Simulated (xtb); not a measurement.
**C6H5F3Zr (ZrPhF3): GFN2-xTB**

We compute a geometry optimisation of C6H5F3Zr (ZrPhF3). 

The calculation is run with xtb 6.7.1.

### 1 Starting point

C6H5F3Zr: 15 atoms, total charge 0, spin state singlet. SMILES: `[F][Zr]([F])([F])[c]1ccccc1`. All atoms were displaced at random from a relaxed shape. The run starts from this shape.

Bond lengths: Zr1–C2 2.187 Å, C2–C3 1.398 Å, C3–C4 1.267 Å, C4–C5 1.373 Å, C5–C6 1.350 Å, C2–C7 1.569 Å, C6–C7 1.333 Å, Zr1–F13 1.893 Å, Zr1–F14 1.865 Å, Zr1–F15 1.860 Å, C3–H8 1.159 Å, C4–H9 1.170 Å, C5–H10 1.076 Å, C6–H11 1.117 Å, C7–H12 1.118 Å. Some angles: Zr1–C2–C3 126.4°, Zr1–C2–C7 117.7°, C3–C2–C7 115.9°, C2–Zr1–F13 105.8°, C2–Zr1–F14 102.5°, C2–Zr1–F15 105.4°, F13–Zr1–F14 115.4°, F13–Zr1–F15 110.8°, F14–Zr1–F15 115.5°, C2–C3–C4 120.4°.

### 2 A geometry optimisation at GFN2-xTB

Contents of detailed.inp:

```
$opt
   hessian=old
$end
```

Contents of input.xyz:

```xyz
15

Zr    -0.00874     0.04841    -2.68815
C     -0.07722     0.06052    -0.50272
C     -1.05376     0.66541     0.29333
C     -0.99722     0.57554     1.55580
C      0.00232    -0.04888     2.26000
C      0.98661    -0.69006     1.59554
C      1.08344    -0.66181     0.26683
H     -1.86992     1.20457    -0.32917
H     -1.84707     1.06875     2.19095
H     -0.08417    -0.08028     3.33165
H      1.82973    -1.15889     2.15925
H      1.87515    -1.11820    -0.37652
F      1.82763     0.06331    -3.14787
F     -0.95718     1.59164    -3.13037
F     -0.80347    -1.55450    -3.19692
```

Command:

```bash
$ xtb --gfn 2 --opt normal -I detailed.inp -P 1 -- input.xyz > input.out 2> xtb.err
```

What values should one expect? Wanted: total energy at the end; dipole moment; HOMO energy; LUMO energy; HOMO–LUMO gap; dispersion energy; mean polarisability.

**Answer.** As computed:

Level: GFN2-xTB.

| quantity | value |
| --- | --- |
| total energy at the end | -31.48893 Eh |
| dipole moment | 2.08 D |
| HOMO energy | -10.64 eV |
| LUMO energy | -7.62 eV |
| HOMO–LUMO gap | 3.02 eV |
| dispersion energy | -29.61 kJ/mol |
| mean polarisability (D4 model) | 101.7 bohr³ |

At the final geometry: Bond lengths: Zr1–C2 2.160 Å, C2–C3 1.407 Å, C3–C4 1.389 Å, C4–C5 1.385 Å, C5–C6 1.385 Å, C2–C7 1.407 Å, C6–C7 1.389 Å, Zr1–F13 1.859 Å, Zr1–F14 1.858 Å, Zr1–F15 1.858 Å, C3–H8 1.096 Å, C4–H9 1.081 Å, C5–H10 1.080 Å, C6–H11 1.081 Å, C7–H12 1.096 Å. Some angles: Zr1–C2–C3 122.1°, Zr1–C2–C7 120.6°, C3–C2–C7 117.2°, C2–Zr1–F13 103.4°, C2–Zr1–F14 103.6°, C2–Zr1–F15 102.8°, F13–Zr1–F14 114.3°, F13–Zr1–F15 115.1°, F14–Zr1–F15 115.3°, C2–C3–C4 121.3°. The optimisation took 7 steps and changed the energy by -1.173 eV.
